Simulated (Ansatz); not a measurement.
# CoO: the cost of one run

Method: DFT LDA+U (U_eff = 4 eV on Co d), plane waves, PAW, in Ansatz 0.2.0.

### 1 The starting structure

Symmetry: Fm-3m, No. 225, cubic system. Conventional cell: a = 4.263 Å, b = 4.263 Å, c = 4.263 Å, α = 90.00°, β = 90.00°, γ = 90.00°. Co (site symmetry m-3m) is surrounded by 6 O at 2.13 Å. Around O (site symmetry m-3m) lie 6 Co at 2.13 Å.

As a file:

```
Co O
1.0
     0.00000    2.13150    2.13150
     2.13150    0.00000    2.13150
     2.13150    2.13150    0.00000
Co O
1 1
Direct
  0.00000 0.00000 0.00000
  0.50000 0.50000 0.50000
```

### 2 Ferromagnetic start, free, symmetry kept, no search

input.yaml reads:

```yaml
crystal:
  lattice:
    - [0.0, 2.13150166, 2.13150166]
    - [2.13150166, 0.0, 2.13150166]
    - [2.13150166, 2.13150166, 0.0]
  atoms:
    - { symbol: Co, position: [0.0, 0.0, 0.0], spin: 3.0 }
    - { symbol: O, position: [0.5, 0.5, 0.5] }
basis:
  ecutwfc: 420
  ecutrho_ratio: 4
kpoints:
  mp_grid: { grid: [8, 8, 8] }
hamiltonian:
  xc: lda
  hubbard: { sites: [{ site: 0, l: d, u_eff: 4.0 }] }
scf:
  occupations: { method: gaussian, width: 0.05 }
  lower_state_search: "off"
  max_iter: 150
output:
  forces: true
  stress: true
  eigenvalues: true
  populations: true
  hubbard: { sites: [{ site: 0, l: d }] }
magnetization:
  spin_polarized: true
```

Started as:

```
> ansatz run input.yaml --threads 2 --pin off --max-ram 3072MiB --backend cpu --events-out ev --progress --plain --runs-dir out
```

What time and memory should one allow on 2 threads of Arm Neoverse V1, shared host?

About 1.8 s, with a peak of 0.28 GiB.
